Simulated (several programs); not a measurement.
## BaCaS2 (ordering on rocksalt) from semi-empirical methods to plane-wave DFT

BaCaS2 as one 4-atom ordering (P4/mmm) on the rocksalt lattice, relaxed with r2SCAN in Ansatz, was computed with several methods. The symmetry is P4/mmm (No. 123, tetragonal); conventional cell a = 4.334 Å, c = 6.119 Å, 28.73 Å³ an atom. Around Ca lie 6 S at 3.06 Å; around S lie 2 Ca at 3.06 Å and 4 Ba at 3.06 Å; around Ba lie 6 S at 3.06 Å; around S lie 2 Ba at 3.06 Å and 4 Ca at 3.06 Å. The calculation is spin-unpolarised, and the structure need not be a phase that has been made.

Space group P4/mmm (No. 123). a = 4.334 Å, b = 4.334 Å, c = 6.119 Å, α = 90.00°, β = 90.00°, γ = 90.00°
```json
{"atom": "Ca", "site": "1a", "symmetry": "4/mmm", "x": "0.0000", "y": "0.0000", "z": "0.0000"}
{"atom": "S", "site": "1b", "symmetry": "4/mmm", "x": "0.0000", "y": "0.0000", "z": "0.5000"}
{"atom": "Ba", "site": "1d", "symmetry": "4/mmm", "x": "0.5000", "y": "0.5000", "z": "0.5000"}
{"atom": "S", "site": "1c", "symmetry": "4/mmm", "x": "0.5000", "y": "0.5000", "z": "0.0000"}
```

Gaps and times are for a single point on this cell; volume and bulk modulus come from each method's own relaxation or energy curve at fixed shape, which is too stiff where a cell has free coordinates or axes. Times are rough, from shared hosts (Arm Neoverse V1; Arm Neoverse V2; Intel Xeon Processor @ 2.50GHz), and each method has its own mesh and cell size. A dagger marks a closed or tiny gap in a crystal that DFT finds insulating: a failure of the method or a wrong SCF state. A double dagger marks a value from a curve with shape and coordinates held. PM6 (MOPAC), PM7 (MOPAC), GFN2-xTB (tblite) treat a cluster of cells at its zone centre, which samples few k points: where these miss a band edge, the gap comes out too large for that reason alone. Gaps from k meshes are read at a limited set of points (mesh, symmetry points, PBE's band edges), so each method's own least gap may be somewhat smaller. xTB and the PM methods were fitted mostly to molecules, and can miss a solid's gap by electronvolts. Minimal bases can be far off for gaps. Times of the plane-wave ladder aren't listed, since it ran on unlike processors and cards. G0W0 is at finite bands, cutoff and mesh. d marks a direct gap, i an indirect one (no mark: not told apart), a dash a value that wasn't computed or didn't pass its checks.

| method | kind | gap (eV) | own volume (Å³/atom) | bulk modulus (GPa) | atoms computed | processor time |
| --- | --- | --- | --- | --- | --- | --- |
| light PBE (260 eV and a coarse mesh) | light plane-wave | 2.17 d | – | – | 4 | 1.1 s |
| PM7 (MOPAC) | semi-empirical | 1.49 | – | – | cluster | 1.8 s |
| GFN2-xTB (tblite) | tight binding | 0.00† | – | – | cluster | 2.8 s |
| PBE | semilocal | 2.22 d | 28.84 | 47‡ | 4 | – |
| PBE/SZV (CP2K) | small basis | 0.00† | – | – | 4 | 8.8 s |
| r2SCAN | semilocal | 2.60 d | 28.73 | 50‡ | 4 | – |
| PM6 (MOPAC) | semi-empirical | 2.79 | – | – | cluster | 15 s |
| PBE/DZVP (CP2K) | small basis | 2.37 i | 29.46‡ | 47‡ | 4 | 16 s |
| PBE+SOC | semilocal | 2.16 d | – | – | 4 | – |
| PBE/single zeta (GPAW) | small basis | 2.31 d | – | – | 4 | 43 s |
| PBE0 | hybrid | 3.90 d | – | – | 4 | – |
| HSE06 | hybrid | 3.20 d | – | – | 4 | – |
| G0W0@r2SCAN (140 eV screening cutoff) | many-body | 3.90 | – | – | 4 | – |
| G0W0@HSE06 (140 eV screening cutoff) | many-body | 4.08 | – | – | 4 | – |
| G0W0@PBE (210 eV screening cutoff) | many-body | 3.73 | – | – | 4 | – |

Against HSE06 (3.20 eV) and with closed or daggered gaps left aside, the nearest gap at the points sampled is that of PM6 (MOPAC) (-0.41 eV) and the farthest that of PM7 (MOPAC) (-1.71 eV). HSE06 is only a yardstick of convenience, and nearness to it can be luck.

Volumes against r2SCAN's: PBE +0.4 %.

Runs without a result: GFN1-xTB (tblite) (single point), GLLB-SC (GPAW) (single point).

Only the rows marked +SOC include spin-orbit coupling.
